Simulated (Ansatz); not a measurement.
# Cu, space group P2/m: a calculation of the elastic constants

Computed with the Ansatz DFT code, driven from Python.

At the Python prompt:
```pycon
>>> import ansatz as az
>>> import numpy as np
>>> xtal = (
...     az.Lattice.of((11.570254, 0.0, 0.0), (0.0, 2.238212, 0.0), (-4.595624, 0.0, 21.743388))
...     .atom("Cu", (0.5, 0.5, 0.5))
... )
>>> model = (
...     xtal.calculation()
...     .functional(az.Functional.LDA)
...     .basis(420)
...     .occupations("fermi_dirac", width=0.1)
...     .kpoints(4, 19, 2)
... )
>>> out = model.elastic("relaxed_ion").run(threads=1)
>>> elastic = out.elastic
>>> print("C_ij (GPa), Voigt order xx yy zz yz xz xy")
C_ij (GPa), Voigt order xx yy zz yz xz xy
>>> for row in elastic.c_gpa:
...     print(" ".join(f"{value:8.1f}" for value in row))
...
     0.0      0.0     -0.0      0.0      0.0      0.0
    -0.1      9.4     -0.1      0.0      0.0      0.0
    -0.0     -0.0     -0.0      0.0      0.0      0.0
     0.0      0.0      0.0      0.1      0.0      0.0
     0.0      0.0     -0.0      0.0      0.0      0.0
     0.0      0.0      0.0      0.0      0.0      0.1
>>> print("smallest eigenvalue of C:", round(elastic.stability.min_eigenvalue_gpa, 1), "GPa; tensor positive definite:", elastic.stability.min_eigenvalue_gpa > 0)
smallest eigenvalue of C: -0.0 GPa; tensor positive definite: False
>>> # averaged moduli need a positive definite tensor
>>> if elastic.stability.min_eigenvalue_gpa > 0:
...     for name, value in elastic.moduli.to_plain().items():
...         print(f"{name:14s} {value:9.3f}")
...     S = np.linalg.inv(elastic.c_gpa)
...     print("Young modulus along x, y, z (GPa):", np.round(1 / np.diag(S)[:3], 1))
...     print("linear compressibility along x, y, z (1/TPa):", np.round(1000 * S[:3, :3].sum(axis=1), 2))
...
```

What to keep in mind:
- The cell holds an odd number of electrons and is run without spin, so a magnetic state may lie lower.
- The cell isn't relaxed first, so the values belong to this volume.
- The cell holds layers, chains or clusters in vacuum, no bulk phase; its stress is averaged over the vacuum too and scales with the cell's height.
- Points of the mesh across the vacuum add cost only.
- This isn't the structure that Cu takes at ambient conditions.
- Shear constants of a metal converge slowly with the k-point mesh and can be wrong in sign on a coarse one; the constants belong to the cell that was strained.
- The whole script took 18 min on 1 thread of Arm Neoverse N1, on a shared host, peak memory 1.1 GiB.

(A comment or docstring line of the script was reworded after the run, the code is as it ran.)
